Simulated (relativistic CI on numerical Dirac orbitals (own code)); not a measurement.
# Ho: one ion under different settings

How much do the settings matter for Ho? One ion, several inputs.

The numbers are computed with relativistic CI on numerical Dirac orbitals (own code) version 3 (Dirac-Coulomb-Breit CI, KLI orbitals optimised for each configuration, model QED (radiative potential, 1s self-energy scaled to tabulated hydrogen-like ionisation energies), numerical settings as typed), except any that are marked as measured or tabulated.

**1. The atom as given**

* ion: Ho (Ho I)
* nuclear charge: 67
* electrons: 67
* isotope: A = 165

**2. Usual settings**

Settings of the run:

```ini
atom Ho  Z=67  charge=0  electrons=67
nucleus A=165  rms_radius_fm=5.2022
hamiltonian dirac-coulomb  breit=on  qed=on  c_scale=1
orbitals kli  potential=per-configuration
slater_scale 1
correlation none
mixing on
grid step=0.0125 r_max=323.6
scf mixing=0.4 start=green max_iterations=150 tolerance=2e-08 node_fill=0.05
configurations
  [Xe] 4f11 6s2
  [Xe] 4f11 6s 7s
end
```

Command:

```bash
$ python run_levels.py task.json out
```

One command runs all members of the session, one after another, from task.json.

From the run's result record (rounded, not every field):

```text
{
  "status": "converged",
  "levels [i, E_cm, J2, conf, term, w_term, w_jj]": [
    [0, 0, 15, "4f11 6s2", "4I*", 0.9785, 0.742],
    [1, 5467.332, 13, "4f11 6s2", "4I*", 0.9932, 0.9075],
    [2, 8919.79, 11, "4f11 6s2", "4I*", 0.8967, 0.5131],
    [3, 11362.542, 9, "4f11 6s2", "4I*", 0.7865, 0.3288],
    [4, 16691.689, 9, "4f11 6s2", "4F*", 0.6332, 0.708],
    [5, 19583.226, 11, "4f11 6s2", "2H*", 0.7717, 0.458],
    [6, 20753.758, 3, "4f11 6s2", "4S*", 0.7576, 0.5349],
    [7, 21982.061, 7, "4f11 6s2", "4F*", 0.9052, 0.8741],
    [8, 22975.98, 17, "4f11 6s 7s", "6I*", 0.9798, 0.7398],
    [9, 23478.957, 15, "4f11 6s 7s", "4I*", 0.6143, 0.7374],
    [10, 23784.664, 5, "4f11 6s2", "4F*", 0.8895, 0.5021],
    [11, 23994.608, 9, "4f11 6s2", "2H*", 0.3912, 0.5254],
    [12, 24082.221, 3, "4f11 6s2", "4F*", 0.6912, 0.6706],
    [13, 24093.605, 13, "4f11 6s 7s", "2I*", 0.4901, 0.7362],
    "... 16 more rows left out ..."
  ],
  "total_energy [Ha]": -12601.172427,
  "n_levels_all": 203,
  "overlap": 1.52733e-11,
  "scf_iterations": [31, 14],
  "orbital_energies [Ha]": {"1s": -2035.18, "2s": -340.446, "2p1/2": -323.957, "2p3/2": -292.548, "3s": -76.3117, "3p1/2": -69.1199, "3p3/2": -62.5494, "3d3/2": -50.2554, "3d5/2": -48.8213, "4s": -15.387, "4p1/2": -12.5294, "4p3/2": -11.0704, "4d3/2": -6.36906, "4d5/2": -6.10475, "5s": -2.18362, "5p1/2": -1.41494, "5p3/2": -1.23162, "4f5/2": -0.494493, "4f7/2": -0.45871, "6s": -0.479079},
  "configurations [conf, odd, states, E_av_Ha, breit_Ha, qed_Ha]": [
    ["4f11 6s2", 1, 364, -12621.31802, 12.14, 8.173],
    ["4f11 6s 7s", 1, 1456, -12621.20782, 12.14, 8.172]
  ],
  "scf_steps of the first configuration [iteration, E_Ha, residual, outer_eigenvalue_Ha]": [
    [1, -12612.98942, 1.86, -0.2523],
    [2, -12598.95993, 5.21, -0.1847],
    [3, -12620.23494, 0.85, -0.3492],
    [4, -12621.11949, 0.513, -0.3437],
    [5, -12621.23565, 0.418, -0.2926],
    [6, -12621.31173, 0.21, -0.2611],
    [7, -12621.31838, 0.154, -0.2408],
    [8, -12621.31149, 0.276, -0.1674],
    [9, -12621.32211, 0.084, -0.2138],
    [10, -12621.31455, 0.238, -0.1809],
    ["...", "...", "...", "..."],
    [22, -12621.31992, 0.0058, -0.4709],
    [23, -12621.31971, 0.00769, -0.4772],
    [24, -12621.31816, 0.000789, -0.4791],
    [25, -12621.31805, 0.000167, -0.4791],
    [26, -12621.31802, 1.65e-05, -0.4791],
    [27, -12621.31802, 9.73e-06, -0.4791],
    [28, -12621.31802, 4.23e-07, -0.4791],
    [29, -12621.31802, 5e-07, -0.4791],
    [30, -12621.31802, 2.27e-08, -0.4791],
    [31, -12621.31802, 4.85e-09, -0.4791]
  ]
}
```

Wall time 0.66 s (1 thread, shared host).

**3. Slater scale 0.6, tolerance 1e-06, grid step 0.006**

Settings of the run:

```ini
atom Ho  Z=67  charge=0  electrons=67
nucleus A=165  rms_radius_fm=5.2022
hamiltonian dirac-coulomb  breit=on  qed=on  c_scale=1
orbitals kli  potential=per-configuration
slater_scale 0.6
correlation none
mixing on
grid step=0.006 r_max=323.6
scf mixing=0.4 start=green max_iterations=150 tolerance=1e-06 node_fill=0.05
configurations
  [Xe] 4f11 6s2
  [Xe] 4f11 6s 7s
end
```

From the record:

```text
{
  "status": "converged",
  "levels [i, E_cm, J2, conf, term, w_term]": [
    [0, 0, 15, "4f11 6s2", "4I*", 0.9554],
    [1, 5487.8381, 13, "4f11 6s2", "4I*", 0.9861],
    [2, 7714.7659, 11, "4f11 6s2", "4I*", 0.65],
    [3, 8479.0173, 9, "4f11 6s2", "2G*", 0.2812],
    [4, 11545.746, 9, "4f11 6s2", "4I*", 0.4393],
    [5, 13052.915, 3, "4f11 6s2", "4S*", 0.4853],
    [6, 13762.22, 11, "4f11 6s2", "2H*", 0.4014],
    [7, 15412.347, 7, "4f11 6s2", "4F*", 0.857],
    "... 22 more rows left out ..."
  ],
  "total_energy [Ha]": -12601.116649,
  "n_levels_all": 203,
  "overlap": 5.19196e-13,
  "scf_iterations": [38, 13],
  "orbital_energies [Ha]": {"1s": -2035.18, "2s": -340.446, "2p1/2": -323.957, "2p3/2": -292.548, "3s": -76.3117, "3p1/2": -69.1199, "3p3/2": -62.5494, "3d3/2": -50.2554, "3d5/2": -48.8213, "4s": -15.387, "4p1/2": -12.5294, "4p3/2": -11.0704, "4d3/2": -6.36906, "4d5/2": -6.10475, "5s": -2.18362, "5p1/2": -1.41494, "5p3/2": -1.23162, "4f5/2": -0.494493, "4f7/2": -0.45871, "6s": -0.479079},
  "configurations [conf, odd, states, E_av_Ha, breit_Ha, qed_Ha]": [
    ["4f11 6s2", 1, 364, -12621.31819, 12.14, 8.173],
    ["4f11 6s 7s", 1, 1456, -12621.20799, 12.14, 8.172]
  ],
  "scf_steps of the first configuration [iteration, E_Ha, residual, outer_eigenvalue_Ha]": [
    [1, -12612.98959, 1.86, -0.2523],
    [2, -12598.96012, 5.21, -0.1847],
    [3, -12620.23511, 0.85, -0.3492],
    [4, -12621.11966, 0.513, -0.3437],
    [5, -12621.23582, 0.418, -0.2926],
    [6, -12621.31191, 0.21, -0.2611],
    [7, -12621.31856, 0.154, -0.2408],
    [8, -12621.31166, 0.276, -0.1674],
    [9, -12621.3223, 0.0832, -0.2135],
    [10, -12621.31468, 0.238, -0.1808],
    ["...", "...", "...", "..."],
    [29, -12621.31828, 0.000314, -0.4789],
    [30, -12621.31823, 0.000225, -0.4791],
    [31, -12621.31814, 0.00046, -0.4792],
    [32, -12621.31822, 9.73e-05, -0.479],
    [33, -12621.31819, 2.87e-05, -0.4791],
    [34, -12621.3182, 2.86e-05, -0.4791],
    [35, -12621.31819, 9.38e-06, -0.4791],
    [36, -12621.31819, 2.71e-06, -0.4791],
    [37, -12621.31819, 1.12e-06, -0.4791],
    [38, -12621.31819, 2.39e-07, -0.4791]
  ]
}
```

It took 1.3 s on 1 thread, shared host.

**4. Slater scale 0.5**

Settings of the run:

```ini
atom Ho  Z=67  charge=0  electrons=67
nucleus A=165  rms_radius_fm=5.2022
hamiltonian dirac-coulomb  breit=on  qed=on  c_scale=1
orbitals kli  potential=per-configuration
slater_scale 0.5
correlation none
mixing on
grid step=0.0125 r_max=323.6
scf mixing=0.4 start=green max_iterations=150 tolerance=2e-08 node_fill=0.05
configurations
  [Xe] 4f11 6s2
  [Xe] 4f11 6s 7s
end
```

From the record:

```text
{
  "status": "converged",
  "levels [i, E_cm, J2, conf, term, w_term]": [
    [0, 0, 15, "4f11 6s2", "4I*", 0.9431],
    [1, 5522.7648, 13, "4f11 6s2", "4I*", 0.9824],
    [2, 7074.3736, 11, "4f11 6s2", "4I*", 0.5118],
    [3, 7134.4391, 9, "4f11 6s2", "2G*", 0.3455],
    [4, 10717.846, 9, "4f11 6s2", "4I*", 0.4624],
    [5, 10964.758, 3, "4f11 6s2", "4S*", 0.4029],
    [6, 12489.755, 11, "4f11 6s2", "4I*", 0.4161],
    [7, 13788.762, 7, "4f11 6s2", "4F*", 0.8409],
    "... 22 more rows left out ..."
  ],
  "total_energy [Ha]": -12601.102695,
  "n_levels_all": 203,
  "overlap": 1.52733e-11,
  "scf_iterations": [31, 14],
  "orbital_energies [Ha]": {"1s": -2035.18, "2s": -340.446, "2p1/2": -323.957, "2p3/2": -292.548, "3s": -76.3117, "3p1/2": -69.1199, "3p3/2": -62.5494, "3d3/2": -50.2554, "3d5/2": -48.8213, "4s": -15.387, "4p1/2": -12.5294, "4p3/2": -11.0704, "4d3/2": -6.36906, "4d5/2": -6.10475, "5s": -2.18362, "5p1/2": -1.41494, "5p3/2": -1.23162, "4f5/2": -0.494493, "4f7/2": -0.45871, "6s": -0.479079},
  "configurations [conf, odd, states, E_av_Ha, breit_Ha, qed_Ha]": [
    ["4f11 6s2", 1, 364, -12621.31802, 12.14, 8.173],
    ["4f11 6s 7s", 1, 1456, -12621.20782, 12.14, 8.172]
  ],
  "scf_steps of the first configuration [iteration, E_Ha, residual, outer_eigenvalue_Ha]": [
    [1, -12612.98942, 1.86, -0.2523],
    [2, -12598.95993, 5.21, -0.1847],
    [3, -12620.23494, 0.85, -0.3492],
    [4, -12621.11949, 0.513, -0.3437],
    [5, -12621.23565, 0.418, -0.2926],
    [6, -12621.31173, 0.21, -0.2611],
    [7, -12621.31838, 0.154, -0.2408],
    [8, -12621.31149, 0.276, -0.1674],
    [9, -12621.32211, 0.084, -0.2138],
    [10, -12621.31455, 0.238, -0.1809],
    ["...", "...", "...", "..."],
    [22, -12621.31992, 0.0058, -0.4709],
    [23, -12621.31971, 0.00769, -0.4772],
    [24, -12621.31816, 0.000789, -0.4791],
    [25, -12621.31805, 0.000167, -0.4791],
    [26, -12621.31802, 1.65e-05, -0.4791],
    [27, -12621.31802, 9.73e-06, -0.4791],
    [28, -12621.31802, 4.23e-07, -0.4791],
    [29, -12621.31802, 5e-07, -0.4791],
    [30, -12621.31802, 2.27e-08, -0.4791],
    [31, -12621.31802, 4.85e-09, -0.4791]
  ]
}
```

Run time: 0.62 s. Hardware: 1 thread, shared host.

**5. QED terms off**

Settings: those of step 4 with these lines changed.

```diff
@@ -2,5 +2,5 @@
 nucleus A=165  rms_radius_fm=5.2022
-hamiltonian dirac-coulomb  breit=on  qed=on  c_scale=1
+hamiltonian dirac-coulomb  breit=on  qed=off  c_scale=1
 orbitals kli  potential=per-configuration
-slater_scale 0.5
+slater_scale 1
 correlation none
```

From the record:

```text
{
  "status": "converged",
  "levels [i, E_cm, J2, conf, term, w_term]": [
    [0, 0, 15, "4f11 6s2", "4I*", 0.9787],
    [1, 5441.9534, 13, "4f11 6s2", "4I*", 0.9932],
    [2, 8886.0974, 11, "4f11 6s2", "4I*", 0.898],
    [3, 11326.169, 9, "4f11 6s2", "4I*", 0.7893],
    [4, 16687.835, 9, "4f11 6s2", "4F*", 0.634],
    [5, 19563.54, 11, "4f11 6s2", "2H*", 0.7739],
    [6, 20743.205, 3, "4f11 6s2", "4S*", 0.7598],
    [7, 21957.07, 7, "4f11 6s2", "4F*", 0.9056],
    "... 22 more rows left out ..."
  ],
  "total_energy [Ha]": -12609.344784,
  "n_levels_all": 203,
  "overlap": 1.52733e-11,
  "scf_iterations": [31, 14],
  "orbital_energies [Ha]": {"1s": -2035.18, "2s": -340.446, "2p1/2": -323.957, "2p3/2": -292.548, "3s": -76.3117, "3p1/2": -69.1199, "3p3/2": -62.5494, "3d3/2": -50.2554, "3d5/2": -48.8213, "4s": -15.387, "4p1/2": -12.5294, "4p3/2": -11.0704, "4d3/2": -6.36906, "4d5/2": -6.10475, "5s": -2.18362, "5p1/2": -1.41494, "5p3/2": -1.23162, "4f5/2": -0.494493, "4f7/2": -0.45871, "6s": -0.479079},
  "configurations [conf, odd, states, E_av_Ha, breit_Ha, qed_Ha]": [
    ["4f11 6s2", 1, 364, -12621.31802, 12.14, 0],
    ["4f11 6s 7s", 1, 1456, -12621.20782, 12.14, 0]
  ],
  "scf_steps of the first configuration [iteration, E_Ha, residual, outer_eigenvalue_Ha]": [
    [1, -12612.98942, 1.86, -0.2523],
    [2, -12598.95993, 5.21, -0.1847],
    [3, -12620.23494, 0.85, -0.3492],
    [4, -12621.11949, 0.513, -0.3437],
    [5, -12621.23565, 0.418, -0.2926],
    [6, -12621.31173, 0.21, -0.2611],
    [7, -12621.31838, 0.154, -0.2408],
    [8, -12621.31149, 0.276, -0.1674],
    [9, -12621.32211, 0.084, -0.2138],
    [10, -12621.31455, 0.238, -0.1809],
    ["...", "...", "...", "..."],
    [22, -12621.31992, 0.0058, -0.4709],
    [23, -12621.31971, 0.00769, -0.4772],
    [24, -12621.31816, 0.000789, -0.4791],
    [25, -12621.31805, 0.000167, -0.4791],
    [26, -12621.31802, 1.65e-05, -0.4791],
    [27, -12621.31802, 9.73e-06, -0.4791],
    [28, -12621.31802, 4.23e-07, -0.4791],
    [29, -12621.31802, 5e-07, -0.4791],
    [30, -12621.31802, 2.27e-08, -0.4791],
    [31, -12621.31802, 4.85e-09, -0.4791]
  ]
}
```

Run time: 0.55 s. Hardware: 1 thread, shared host.

**6. The runs side by side**

| setting | total energy less usual (Ha) | largest shift of a level among the lowest eight of both runs, same label and place (cm⁻¹) | SCF iterations | time | lowest level | kind of change |
| --- | --- | --- | --- | --- | --- | --- |
| usual | 0 | 0 | 45 | 0.66 s | 4f11 6s2 4I°15/2 | - |
| Slater scale 0.6, tolerance 1e-06, grid step 0.006 | 0.0558 | 7700 | 51 | 1.3 s | 4f11 6s2 4I°15/2 | model term |
| Slater scale 0.5 | 0.0697 | 9790 | 45 | 0.62 s | 4f11 6s2 4I°15/2 | model term |
| QED terms off | -8.17 | 36.4 | 45 | 0.55 s | 4f11 6s2 4I°15/2 | model term |

**7. Summary of results**

```
                    quantity             value
lowest level, usual settings  4f11 6s2 4I°15/2
                total energy    -12601.1724 Ha
            first excitation       5467.3 cm⁻¹
```

**Reading.** Among the runs whose levels can be followed, they move most under «Slater scale 0.5» (model term), by up to 9790 cm⁻¹. Only the listed configurations are in the model. Near neutrality, missing correlation can shift configurations against each other by thousands of cm⁻¹.
